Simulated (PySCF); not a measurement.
# C8H14: the cost of one run

Computed with PySCF 2.14.0 and routines of our own; the level stands in each step. Atoms count from 0.

## Step 1: The system as given

22 atoms, charge 0, multiplicity 1; geometry from: GFN2-xTB.

## Step 2: Magnetic properties: GIAO B3LYP/pcSseg-1

The job: settings as JSON, then the geometry in Å.

```
{"job": {"kind": "mag", "xc": "B3LYP", "basis": "pcSseg-1", "isotopologues": 2}, "charge": 0, "multiplicity": 1}
C      2.405608     0.399054    -0.245545
C      1.220274     0.158601     0.671377
C      0.553422    -1.227659     0.556006
C     -0.777126    -0.542420     0.297777
C     -1.872113    -1.028741    -0.594390
C     -2.097623    -0.915526     0.886661
C     -0.130858     0.839450     0.316897
C     -0.208025     1.616151    -0.987325
H      3.246109    -0.215180     0.072251
H      2.712757     1.441902    -0.210690
H      2.165059     0.141516    -1.273105
H      1.517073     0.383448     1.698157
H      0.915405    -1.816250    -0.286947
H      0.592109    -1.840527     1.455972
H     -1.777086    -2.017374    -1.019448
H     -2.367818    -0.322693    -1.242938
H     -2.738061    -0.122524     1.244502
H     -2.165353    -1.824422     1.466155
H     -0.501674     1.473124     1.127736
H     -1.217768     1.995122    -1.131448
H      0.473225     2.463323    -0.969933
H      0.042054     0.981012    -1.832572
```

Method: GIAO B3LYP/pcSseg-1 magnetisability, rotational g tensor and spin-rotation constants, non-relativistic, gas phase.

Launch:

```
OMP_NUM_THREADS=1 python excited_run.py task.json out
```

One launch serves the whole session: the jobs run in the order shown.

**Question.** How long does this first job take on 1 thread of Arm Neoverse V2, shared host, and how much memory does it need?

About 35 s, with a peak of 1 GiB.
